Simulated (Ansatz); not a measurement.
# S: a tetragonal deformation path

The task here is to estimate one member of a computed series from the others.

Method: DFT PBEsol, scalar-relativistic, plane waves, PAW, in Ansatz 0.2.0.

## The structure to begin with

Symmetry: Fm-3m, No. 225, cubic system. The conventional cell has a = 3.989 Å, b = 3.989 Å, c = 3.989 Å, α = 90.00°, β = 90.00°, γ = 90.00°. S (site symmetry m-3m) is surrounded by 12 S at 2.82 Å.

Structure file:

```
CELL_PARAMETERS angstrom
0.00000 1.99435 1.99435
1.99435 0.00000 1.99435
1.99435 1.99435 0.00000
ATOMIC_POSITIONS crystal
S 0.00000 0.00000 0.00000
```

It goes back to an entry of the Materials Project, which need not be the stable form.

The cell is taken as given, not relaxed at this level.

Set-up of the first run:

File input.yaml:

```yaml
crystal:
  lattice:
    - [0.0, 1.994350344, 1.994350344]
    - [1.994350344, 0.0, 1.994350344]
    - [1.994350344, 1.994350344, 0.0]
  atoms:
    - { symbol: S, position: [0.0, 0.0, 0.0] }
basis:
  ecutwfc: 420
kpoints:
  mp_grid: { grid: [22, 22, 22] }
hamiltonian:
  xc: pbesol
scf:
  occupations: { method: gaussian, width: 0.15 }
output:
  forces: true
  stress: true
  eigenvalues: true
```

Steps of the session up to this table: The reference: the undisturbed cell on the scan's mesh; Point ρ = 0.707; Point ρ = 1.414; ρ = 0.850; At ρ = 1.200; At ρ = 0.780; Point ρ = 1.300; Point ρ = 0.920; At ρ = 1.100; At ρ = 0.650.

One table of the session follows, with a row left open; its other results are not shown here.

```
    ρ  ΔE (meV/atom)  pressure (GPa)
0.650         -144.2            -5.4
0.707         -165.4            -5.7
0.780         -133.0            -5.4
0.850          -67.5            -5.2
0.920          -15.9            -5.1
1.000            0.0            -5.2
1.100              ?               ?
1.200          -91.8            -4.9
1.300         -176.3            -4.3
1.414         -288.4            -3.4
```

**Question.** Estimate the row for ρ = 1.100.

Worked estimate for «ΔE (meV/atom)». A straight line through the neighbours (1.000, 0.0) and (1.200, -91.8) gives 0.0 + (-91.8 − 0.0) × (1.100 − 1.000) / (1.200 − 1.000) = -45.9; a parabola fitted to 4 rows on both sides gives -29.0.

As computed: ΔE (meV/atom): -24.1; pressure (GPa): -5.1. In «ΔE (meV/atom)» the line misses by -21.8 and the parabola by -4.9.

Limits of these values: Spin polarisation is off in the runs that give these values; a magnetic solution could lie lower.
